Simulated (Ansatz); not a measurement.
**Two attempts at ZrO (SMILES [O][Zr])**

Wanted: energy and gradient of ZrO, RPBE-D3(BJ)-ATM/ANO-RCC-VDZP (sfX2C).

Program for the calculation: Ansatz 0.2.0.

6 further runs of the same task are left out: 6 set aside as unsound or not needed.

## 1. Starting point

ZrO: 2 atoms, total charge 0, spin state singlet. SMILES: `[O][Zr]`. Geometry: the measured bond length.

Bond lengths: O1–Zr2 1.712 Å.

## 2. The input as first written

File in.yaml:

```yaml
crystal:
  periodic: [false, false, false]
  atoms:
    - {symbol: O, position_ang: [0.000000, 0.000000, 0.000000]}
    - {symbol: Zr, position_ang: [0.000000, 0.000000, 1.711600]}
basis:
  gaussian:
    orbitals: ANO-RCC-VDZP.json
total_charge: 4
hamiltonian:
  xc: {name: RPBE}
  dispersion: d3bjatm
  pseudopotentials:
    relativity: scalar
output:
  forces: true
```

The basis set ANO-RCC-VDZP is read from a file made from the Basis Set Exchange's data (not shown).

On the command line:

```console
$ ansatz run in.yaml --threads 1 --pin off --max-ram 2610MiB --events-out events.jsonl --progress --plain --runs-dir runs
```

Log:

```text
Warning: RAYON_NUM_THREADS=1 ignored (pool sized by the plan → 1); use --threads N
Functional definition: RPBE
  name "RPBE"
  parameter kappa = 0.804
  parameter beta = 0.06672455060314922
  exchange = rpbe_x(kappa = kappa, mu = beta*pi^2/3)
  correlation = pbe_c(beta = beta)
715 factors; their error is unknown
mean field evaluation 1: about -99746.3609 eV, gradient 2.2e2 eV
mean field evaluation 2: about -99437.5357 eV, gradient 2.4e2 eV
mean field evaluation 4: about -99747.2277 eV, gradient 2.2e2 eV
mean field evaluation 8: about -99824.0478 eV, gradient 1.6e2 eV
mean field evaluation 16: about -99874.4586 eV, gradient 1.6e0 eV
mean field evaluation 32: about -99874.7730 eV, gradient 4.2e-4 eV
mean field evaluation 64: about -99874.7866 eV, gradient 6.3e-4 eV
mean field -99874.77302714 eV, -3670.3302111949 hartree, gradient 1.7e-6 eV, S^2 0.000000; 8 other end points of the search recorded, 0 dependent functions left out
the calculation of the forces begins
reference -99874.77308641 eV, -3670.3302133728 hartree; 22, 22 occupied and 35, 35 virtual orbitals, 715 factors
Total energy: -99875.03424709 eV, -3670.3398108510 hartree
Relativity: scalar
Atom 0 at     0.000000     0.000000     0.000000 Å, force    -0.000000     0.000000   -19.157177 eV/Å
Atom 1 at     0.000000     0.000000     1.711600 Å, force     0.000000    -0.000000    19.157177 eV/Å
Dipole moment:    -0.000000     0.000000     0.032753 e Å
```

Wall time 13 s (1 thread of Intel Xeon Platinum 8375C at 2.90GHz (Ice Lake), shared host); peak memory 0.18 GiB.

## 3. Reading the log

It ran to the end. The result can't be trusted all the same.

Cause: the charge typed isn't that of the species meant. To mend it: charge 0 in place of 4.

## 4. Try two

Edit in.yaml of step 2 so:

```diff
@@ -8,3 +8,2 @@
     orbitals: ANO-RCC-VDZP.json
-total_charge: 4
 hamiltonian:
@@ -16 +15,2 @@
   forces: true
+  orbitals: {seedname: orbitals}
```

The basis set ANO-RCC-VDZP is read from a file made from the Basis Set Exchange's data (not shown).

On the command line:

```console
$ ansatz run in.yaml --threads 1 --pin off --max-ram 2610MiB --events-out events.jsonl --progress --plain --runs-dir runs
```

Log, shortened:

```text
Warning: RAYON_NUM_THREADS=1 ignored (pool sized by the plan → 1); use --threads N
[... 2 set-up lines as earlier in the session ...]
[...]
715 factors; their error is unknown
[...]
mean field -99961.61291128 eV, -3673.5215180749 hartree, gradient 4.1e-5 eV, S^2 0.000000; 5 other end points of the search recorded, 0 dependent functions left out
[...]
reference -99961.61294784 eV, -3673.5215194183 hartree; 24, 24 occupied and 33, 33 virtual orbitals, 715 factors
Total energy: -99961.87410853 eV, -3673.5311168965 hartree
Relativity: scalar
Atom 0 at     0.000000     0.000000     0.000000 Å, force     0.000000     0.000000    -0.461440 eV/Å
Atom 1 at     0.000000     0.000000     1.711600 Å, force    -0.000000    -0.000000     0.461440 eV/Å
Dipole moment:    -0.000000    -0.000000     0.486482 e Å
```

Wall time 6 s (1 thread of Intel Xeon Platinum 8375C at 2.90GHz (Ice Lake), shared host); peak memory 0.18 GiB.

## 5. Summary of results

At RPBE-D3(BJ)-ATM/ANO-RCC-VDZP (sfX2C):

| quantity | value |
| --- | --- |
| total energy | -3673.53112 Eh |
| dipole moment | 2.34 D |
| HOMO energy | -4.51 eV |
| LUMO energy | -4.30 eV |
| HOMO–LUMO gap | 0.21 eV |
| dispersion energy | -25.20 kJ/mol |
| largest force on an atom | 0.461 eV/Å |

**Reading.** The largest force is 0.46 eV/Å: the shape isn't a stationary point for this species at this level.
